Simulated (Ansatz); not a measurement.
# Palladium, diamond under LDA: ground state and equation of state

Aim: take palladium in the diamond structure, relax it, solve it on a dense k-mesh, switch on spin-orbit coupling, then scale the cell to 7 volumes from 88 to 112 % of the relaxed one and try a fit of the equation of state. The start is antiferromagnetic. The k-meshes are 10×10×10 for the relaxation; 16×16×16 for the dense run; 10×10×10 for spin-orbit coupling; 11×11×11 for the volumes.

This is Pd in the diamond structure; at room conditions it is fcc.

Program: Ansatz 0.2.0. Level of theory: DFT LDA (PW92), plane waves (420 eV) with PAW, scalar-relativistic; the PAW data stem from PBE, with regenerated cores. These are calculated values, not measurements.

## Step 1: Starting point

The structure is cubic, space group Fd-3m (No. 227). The conventional cell has a = 5.416 Å, b = 5.416 Å, c = 5.416 Å, α = 90.00°, β = 90.00°, γ = 90.00°. Pd (site symmetry -43m) has 4 Pd at 2.35 Å as nearest neighbours.

Coordinates:

```cif
data_structure
_symmetry_space_group_name_H-M 'P 1'
_symmetry_Int_Tables_number 1
_cell_length_a 3.8300
_cell_length_b 3.8300
_cell_length_c 3.8300
_cell_angle_alpha 60.000
_cell_angle_beta 60.000
_cell_angle_gamma 60.000
_cell_volume 39.73
loop_
_atom_site_label
_atom_site_type_symbol
_atom_site_fract_x
_atom_site_fract_y
_atom_site_fract_z
_atom_site_occupancy
Pd1 Pd 0.12500 0.12500 0.12500 1
Pd2 Pd 0.87500 0.87500 0.87500 1
```

The atoms start with moments of +0.5, -0.5 μB.

## Step 2: Relaxation of the cell

Input file input.yaml:

```yaml
crystal:
  lattice:
    - [0.0, 2.7082278367, 2.7082278367]
    - [2.7082278367, 0.0, 2.7082278367]
    - [2.7082278367, 2.7082278367, 0.0]
  atoms:
    - { symbol: Pd, position: [0.125, 0.125, 0.125], spin: 0.5 }
    - { symbol: Pd, position: [0.875, 0.875, 0.875], spin: -0.5 }
hamiltonian:
  xc: lda
  pseudopotentials:
    kind: paw
    azcp:
      Pd: "pseudopotentials/Pd.paw.azcp"
basis:
  ecutwfc: 420
  fft_grid_basis: typed
kpoints:
  mp_grid: { grid: [10, 10, 10], shift: [0, 0, 0] }
magnetization:
  spin_polarized: true
scf:
  occupations: { method: fermi_dirac, width: 0.05 }
relax:
  max_steps: 60
  f_tol: 0.01
  cell: {}
```

After this run come: Dense single point; A two-component run at the same geometry; Equation of state: 88 %; Equation of state: 92 %; Equation of state: 96 %; Equation of state: 100 %; Equation of state: 104 %; Equation of state: 108 %; Equation of state: 112 %.

Before running it: what results should come out? Wanted: space group; conventional cell; volume; shortest distance; gap on the mesh; magnetic state; relative to fcc; magnetic state with spin-orbit coupling; V₀, B₀, B₀′.

**Answer**, as computed:

| quantity | value |
| --- | --- |
| space group (spins left aside) | Fd-3m (No. 227) |
| conventional cell | a = 5.615 Å |
| volume | 22.125 Å³/atom |
| shortest distance | 2.431 Å |
| gap on the mesh | none (levels filled in part) |
| magnetic state | ferromagnetic, up to 0.42 μB per atom |
| relative to fcc | +1413 meV/atom |
| magnetic state with spin-orbit coupling | ferromagnetic, up to 0.36 μB per atom |
| V₀, B₀, B₀′ | 22.128 Å³/atom, 97 GPa, 5.6 |

What this shows: From the guessed start the volume grew by 11.4 % in 4 steps. It lies 1413 meV/atom above the element's reference form at the same level (fcc, from a run of its own), so it is far from stable. The final state is ferromagnetic (largest moment 0.42 μB). That is not the order it started in. No gap shows: it is a metal or semimetal at this level. The largest spin moment is 0.36 μB in the spin-orbit run and 0.42 μB without; mesh and site projection of the two kinds of run can differ, so the change can't be laid on spin-orbit coupling. The total energy of the spin-orbit run lies -2.0 eV/atom from the scalar one, but the two kinds of run don't share a zero of energy: only differences within one kind count. The fitted modulus is 97 GPa. Relaxation kept the symmetry; phonons were not checked.
